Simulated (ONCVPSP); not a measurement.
# Copper: generating and testing an ONCV potential

Task: generate the file, and judge it by its errors in other configurations, its logarithmic derivatives, its ghosts and its cutoff.

Program: ONCVPSP 4.0.1.1 (patched build). Reference atom: PBE, scalar-relativistic, spherical and spin-unpolarised. All values are calculated.

**1. Starting point**

The settings as typed:

```json
{
 "element": "copper (Cu, Z = 29)",
 "type": "optimised norm-conserving Vanderbilt (ONCV)",
 "frozen core": "[Ne]",
 "valence charge": "19",
 "reference configuration": "3s2 3p6 3d10 4s1",
 "partial waves": "3s+4s: rc 1.25 bohr, ncon 4, nbas 9, qcut 10.6 1/bohr, 2 projectors; 3p: rc 0.90 bohr, ncon 3, nbas 8, qcut 11.5 1/bohr, 2 projectors, debl 3.7 Ha; 3d: rc 1.35 bohr, ncon 5, nbas 9, qcut 10.2 1/bohr, 1 projector",
 "local potential": "polynomial inside 0.80 bohr (lpopt 2, dvloc0 0 Ha)",
 "core correction": "Teter function fitted to the true core (icmod 2), fcfact 0.55"
}
```

The outer shells as boxes (Hund's rule for the drawing; the calculation is spin-unpolarised):

```
[Ne] core
3s [↑↓]
3p [↑↓][↑↓][↑↓]
3d [↑↓][↑↓][↑↓][↑↓][↑↓]
4s [↑ ]
```

The nodes and maxima of the atom's own shells, from an earlier all-electron run, set the scale for the radii.

All-electron outer shells of the reference configuration (PBE, scalar-relativistic, ld1.x):

```tsv
shell	level (eV)	outermost node (bohr)	outermost maximum (bohr)
2p	-916.98	–	0.16
3s	-114.70	0.29	0.61
3p	-72.14	0.26	0.62
3d	-5.04	–	0.60
4s	-4.61	0.89	2.27
4p	-0.70	0.97	3.65
```

**2. Generation**

File Cu.dat:

```
# ATOM AND REFERENCE CONFIGURATION
# atsym  z   nc   nv     iexc    psfile
  Cu 29.00    3    4        4      upf
#
#   n    l    f
    1    0    2.00
    2    0    2.00
    2    1    6.00
    3    0    2.00
    3    1    6.00
    3    2   10.00
    4    0    1.00
#
# PSEUDOPOTENTIAL AND OPTIMIZATION
# lmax
    2
#
#   l,   rc,      ep,       ncon, nbas, qcut
    0    1.25    0.00    4    9   10.60
    1    0.90    0.00    3    8   11.50
    2    1.35    0.00    5    9   10.20
#
# LOCAL POTENTIAL
# lloc, lpopt,  rc(5),   dvloc0
    4    2    0.80    0.00
#
# VANDERBILT-KLEINMAN-BYLANDER PROJECTORs
# l, nproj, debl
    0    2    1.80
    1    2    3.70
    2    1    1.40
#
# MODEL CORE CHARGE
# icmod, fcfact, rcfact
    2    0.55    0.75
#
# LOG DERIVATIVE ANALYSIS
# epsh1, epsh2, depsh
   -6.00    5.00    0.04
#
# OUTPUT GRID
# rlmax, drl
    6.00    0.01
#
# TEST CONFIGURATIONS
# ncnf
    4
# nvcnf
#   n    l    f
    4
    3    0    2.00
    3    1    6.00
    3    2   10.00
    4    0    0.00
#
    4
    3    0    2.00
    3    1    6.00
    3    2    9.00
    4    0    0.00
#
    4
    3    0    2.00
    3    1    6.00
    3    2    8.00
    4    0    0.00
#
    4
    3    0    2.00
    3    1    6.00
    3    2   10.00
    4    0    0.50
#
```

Launch:

```sh
$ oncvpsp.x < Cu.dat > Cu.out
```

Before running it: what results should come out? Wanted: cutoffs for 1 and 0.1 mHa per electron, occupied waves; bound ghosts; GHOST(+) flags; largest test error; largest phase difference near zero energy, channels read; rms error of d²Exc/dn², without and with the model core.

**Answer**, as computed:

| quantity | value |
| --- | --- |
| cutoffs for 1 and 0.1 mHa per electron, occupied waves | 53 Ha and 150 Ha |
| bound ghosts | none found |
| GHOST(+) flags | none at low energy |
| largest test error (AE − PS) | -11 meV, for 3s2 3p6 3d9 4s0 (1 test unsolved) |
| largest phase difference near zero energy, channels read | 0.007 rad |
| rms error of d²Exc/dn², without and with the model core | 2.85 and 1.26 mHa |

In words: The worst unpolarised test, 3s2 3p6 3d9 4s0, is off by 11 meV on 29.5 eV; by total energies transferability rates as good where solved. Of the tests 1 gave no usable energy difference, which is a warning in itself. It counts as hard, with 53 Ha needed at the looser tolerance. The tighter tolerance needs 150 Ha, and converged work needs a cutoff nearer that. At the looser tolerance the 3d wave is the slowest; 3p needs 45 Ha. No bound ghost shows below the valence levels. Near zero energy the phases of the channels with partial waves agree within 0.007 rad. These are tests on the free atom; a crystal test is still owed.
